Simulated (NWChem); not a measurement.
# CH4AlSe (SMILES [CH3][Al][SeH]) at 4 levels

We compute a comparison of 4 runs (UHF/STO-3G, UHF/3-21G, UB3LYP/6-31G*) of CH4AlSe. 

Program for the calculation: NWChem 7.3.0.

**1. The structure to begin with**

CH4AlSe: 7 atoms, total charge 0, spin state doublet. SMILES: `[CH3][Al][SeH]`. Geometry: relaxed at PBE0-D4/def2-TZVP. This is one conformer, not always the lowest.

Bond lengths: C1–Al2 1.965 Å, Al2–Se3 2.344 Å, C1–H4 1.095 Å, C1–H5 1.095 Å, C1–H6 1.091 Å, Se3–H7 1.468 Å. Angles: C1–Al2–Se3 114.9°, Al2–C1–H4 109.3°, Al2–C1–H5 109.8°, Al2–C1–H6 112.9°, Al2–Se3–H7 93.0°, H4–C1–H5 107.8°, H4–C1–H6 108.2°, H5–C1–H6 108.6°.

**2. Energy and forces at UHF/STO-3G (run 1)**

The input, ch4alse.nw:

```
start ch4alse
memory 2200 mb

geometry noautosym nocenter noautoz
   C     -1.164200     0.374900    -0.315900
   Al     0.169700    -0.590400     0.757400
   Se     2.387200    -0.335800     0.041100
   H     -1.246600    -0.096900    -1.300700
   H     -0.841200     1.409800    -0.466600
   H     -2.154500     0.381700     0.142600
   H      2.911000    -1.211500     1.096300
end

basis spherical bse
   C library STO-3G
   Al library STO-3G
   Se library STO-3G
   H library STO-3G
end

scf
   nopen 1
   uhf
   thresh 1e-08
   maxiter 80
   print medium
end

task scf gradient
```

Launch:

```
$ nwchem ch4alse.nw > ch4alse.out
```

Standard output:

```text
[...]
  functions       =    36
[...]
  wavefunction    = UHF
[...]
         Total SCF energy =  -2652.315727766103
      One electron energy =  -4109.873525531320
      Two electron energy =   1260.367288481451
 Nuclear repulsion energy =    197.190509283766
                       Sz =      0.5000
                 Sz(Sz+1) =      0.7500
                      S^2 =      0.7551
[...]
                         UHF ENERGY GRADIENTS
    atom               coordinates                        gradient
                 x          y          z           x          y          z
   1 C      -2.200019   0.708458  -0.596964   -0.016864   0.007422  -0.005015
   2 Al      0.320687  -1.115694   1.431278    0.000063  -0.009760   0.012705
   3 Se      4.511154  -0.634570   0.077668    0.011404   0.013367  -0.019276
   4 H      -2.355732  -0.183114  -2.457967    0.001840  -0.006639  -0.007879
   5 H      -1.589638   2.664136  -0.881746    0.006485   0.008336   0.000423
   6 H      -4.071415   0.721308   0.269475   -0.006854  -0.001100   0.004565
   7 H       5.500992  -2.289403   2.071707    0.003926  -0.011627   0.014477
[...]
```

It took 4.5 s on 1 thread of Intel Xeon Platinum 8488C (Sapphire Rapids), shared host; peak memory 0.099 GiB.

**3. Energy and forces at UHF/3-21G (run 2)**

The input, ch4alse.nw:

```
START ch4alse
TITLE "CH4AlSe"
memory stack 880 mb heap 220 mb global 1100 mb
charge 0

GEOMETRY units angstrom noautosym nocenter noautoz
C       -1.164200       0.374900      -0.315900
Al       0.169700      -0.590400       0.757400
Se       2.387200      -0.335800       0.041100
H       -1.246600      -0.096900      -1.300700
H       -0.841200       1.409800      -0.466600
H       -2.154500       0.381700       0.142600
H        2.911000      -1.211500       1.096300
END

BASIS spherical bse
* library 3-21G
END

SCF
nopen 1
uhf
thresh 1e-08
maxiter 80
END

TASK scf gradient
```

Launch:

```
$ nwchem ch4alse.nw > ch4alse.out
```

Standard output:

```text
[...]
  functions       =    52
[...]
  wavefunction    = UHF
[...]
         Total SCF energy =  -2669.057992621114
      One electron energy =  -4113.888305648807
      Two electron energy =   1247.639803743927
 Nuclear repulsion energy =    197.190509283766
                       Sz =      0.5000
                 Sz(Sz+1) =      0.7500
                      S^2 =      0.7538
[...]
                         UHF ENERGY GRADIENTS
    atom               coordinates                        gradient
                 x          y          z           x          y          z
   1 C      -2.200019   0.708458  -0.596964    0.007779  -0.005499   0.005973
   2 Al      0.320687  -1.115694   1.431278    0.010620   0.004797  -0.008568
   3 Se      4.511154  -0.634570   0.077668   -0.013062  -0.000108   0.002463
   4 H      -2.355732  -0.183114  -2.457967    0.000859  -0.003084  -0.003074
   5 H      -1.589638   2.664136  -0.881746    0.002864   0.003802   0.000479
   6 H      -4.071415   0.721308   0.269475   -0.003902  -0.000370   0.002458
   7 H       5.500992  -2.289403   2.071707   -0.005158   0.000462   0.000268
[...]
```

Wall time 5.4 s (1 thread of Intel Xeon Platinum 8488C (Sapphire Rapids), shared host); peak memory 0.099 GiB.

Run 3 isn't shown in full; the table further down has it.

**4. Energy and gradient at UB3LYP/6-31G(d) (spherical functions) (run 4)**

The input, calc.nw:

```
start calc
title "CH4AlSe B3LYP"
memory 2200 mb
geometry units angstroms noautosym nocenter noautoz
  C     -1.164200     0.374900    -0.315900
  Al     0.169700    -0.590400     0.757400
  Se     2.387200    -0.335800     0.041100
  H     -1.246600    -0.096900    -1.300700
  H     -0.841200     1.409800    -0.466600
  H     -2.154500     0.381700     0.142600
  H      2.911000    -1.211500     1.096300
end
basis spherical bse
  * library 6-31G*
end
dft
  xc b3lyp
  mult 2
  grid xfine
  convergence energy 1e-08
  maxiter 100
  mulliken
end
task dft gradient
```

Launch:

```
$ nwchem calc.nw > calc.out
```

Standard output:

```text
[...]
          Wavefunction type:  spin polarized.
          No. of atoms     :     7
          No. of electrons :    57
[...]
          Charge           :     0
          Spin multiplicity:     2
[...]
          AO basis - number of functions:    72
[...]
              XC Information
              --------------
                         B3LYP Method XC Potential
                     Hartree-Fock (Exact) Exchange  0.200
                        Slater Exchange Functional  0.800 local
                    Becke 1988 Exchange Functional  0.720 non-local
              Lee-Yang-Parr Correlation Functional  0.810
                  VWN I RPA Correlation Functional  0.190 local
[...]
 d= 0,ls=0.0,diis     1  -2684.1983279138 -2.88D+03  8.78D-03  7.76D-02     3.9
[...]
 d= 0,ls=0.0,diis    10  -2684.2436668760 -4.27D-09  1.20D-06  8.77D-10    34.6
[...]
         Total DFT energy =    -2684.243666875975
      One electron energy =    -4127.194700157602
           Coulomb energy =     1358.541240684847
    Exchange-Corr. energy =     -112.780716686987
 Nuclear repulsion energy =      197.190509283766
[...]
      Total Density - Mulliken Population Analysis
     ---------------------------------------------
    Atom       Charge   Shell Charges
 -----------   ------   -------------------------------------------------------
    1 C    6     6.70   2.00  0.66  2.11  0.69  1.22  0.02
    2 Al  13    12.63   2.00  2.00  5.96  0.97  1.02  0.36  0.23  0.10
    3 Se  34    34.30   2.00  2.00  6.00  2.00  5.99  1.59  3.24  0.28  1.15  6.92  2.93  0.21
    4 H    1     0.83   0.51  0.31
    5 H    1     0.82   0.52  0.31
    6 H    1     0.82   0.52  0.31
    7 H    1     0.89   0.48  0.42
[...]
      <S2> =      0.7520 (Exact =     0.7500)
[...]
  wavefunction    = open shell
[...]
```

It took 47 s on 1 thread of Intel Xeon Platinum 8488C (Sapphire Rapids), shared host; peak memory 0.14 GiB.

**5. Overview of the runs**

| run | level | Cartesian functions | iteration cap | energy (Eh) | dipole moment (D) | HOMO energy (eV) | LUMO energy (eV) | wall time |
| --- | --- | --- | --- | --- | --- | --- | --- | --- |
| 1 | UHF/STO-3G | no | 80 | -2652.315728 | 4.10 | -5.03 | 6.13 | 4.5 s |
| 2 | UHF/3-21G | no | 80 | -2669.057993 | 2.43 | -7.95 | 0.74 | 5.4 s |
| 3 | UB3LYP/6-31G* (Cartesian functions) | yes | 100 | -2684.253407 | – | – | – | 53 s |
| 4 | UB3LYP/6-31G* (spherical functions) | no | 100 | -2684.243667 | 1.55 | -5.24 | -2.68 | 47 s |

**6. Results**

```
                                 quantity           value
                      run 4: total energy  -2684.24367 Eh
                     run 4: dipole moment          1.55 D
run 4: HOMO energy (highest over α and β)        -5.24 eV
 run 4: LUMO energy (lowest over α and β)        -2.68 eV
                              run 4: ⟨S²⟩           0.752
          run 4: largest force on an atom      0.336 eV/Å
```

In words: Over runs 1, 2, 4 the dipole moment (its size) runs from 1.55 D (UB3LYP/6-31G*) to 4.10 D (UHF/STO-3G). The two ends differ in method and basis. In run 1 the basis is minimal, so the values are rough. All runs together took 1.8 min, the longest 53 s.
